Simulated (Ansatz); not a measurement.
**Cl₃GeHS: small, medium and large basis sets**

The task here is to estimate one member of a computed series from the others.

Program: Ansatz 0.2.0, Gaussian basis. Level of theory: one geometry, several basis sets. These are calculated values, not measurements.

The runs, in order: PBE0-D4/def2-SVP; ωB97M-V/def2-SVP; PBE0-D4/def2-QZVPP; ωB97M-V/def2-QZVPP; the functionals' def2-TZVPP values are taken from earlier runs.

### The relaxed structure

An earlier PBE0-D4 in a triple-zeta def2 set relaxation fixed the geometry.

SMILES `[SH][Ge]([Cl])([Cl])[Cl]`, 6 atoms, charge 0, spin multiplicity 1.

Atoms are counted from 1 here; the program's logs count them from 0.

Bond lengths: S1–Ge2 2.188 Å, S1–H6 1.346 Å, Ge2–Cl3 2.123 Å, Ge2–Cl4 2.129 Å, Ge2–Cl5 2.129 Å. Angles: Ge2–S1–H6 92.3°, S1–Ge2–Cl3 107.1°, S1–Ge2–Cl4 112.4°, S1–Ge2–Cl5 112.3°, Cl3–Ge2–Cl4 109.1°, Cl3–Ge2–Cl5 109.1°, Cl4–Ge2–Cl5 106.7°.

Set-up of the first run:

Input file in.yaml:

```yaml
crystal:
  periodic: [false, false, false]
  atoms:
    - {symbol: S, position_ang: [-1.043238, 0.605771, 1.367396]}
    - {symbol: Ge, position_ang: [0.338880, -0.255084, -0.094452]}
    - {symbol: Cl, position_ang: [1.722606, -1.452344, 0.981909]}
    - {symbol: Cl, position_ang: [-0.655234, -1.466785, -1.536038]}
    - {symbol: Cl, position_ang: [1.403020, 1.236867, -1.179041]}
    - {symbol: H, position_ang: [-1.724033, 1.267577, 0.414026]}
basis:
  gaussian: {orbitals: def2-SVP}
hamiltonian: {xc: pbe0, dispersion: d4}
output: {orbitals: {seedname: orbitals}}
```

Steps of the session up to this table: PBE0-D4 in def2-SVP; ωB97M-V in def2-SVP; PBE0-D4 in def2-QZVPP; ωB97M-V in def2-QZVPP.

One table of the session follows, with a row left open; its other results are not shown here.

It belongs to the step «Functionals by basis». 

| functional | basis | HOMO (eV) | LUMO (eV) |
| --- | --- | --- | --- |
| PBE0-D4 | def2-SVP | -8.26 | -1.74 |
| PBE0-D4 | def2-TZVPP | -8.37 | -1.98 |
| PBE0-D4 | def2-QZVPP | -8.39 | -2.06 |
| ωB97M-V | def2-SVP | -10.42 | 0.44 |
| ωB97M-V | def2-TZVPP | -10.57 | 0.07 |
| ωB97M-V | def2-QZVPP | ? | ? |

Estimate the missing values for ωB97M-V, def2-QZVPP.

**Answer.** HOMO (eV): -10.61; LUMO (eV): -0.06. In the column «HOMO (eV)» it is the lowest.
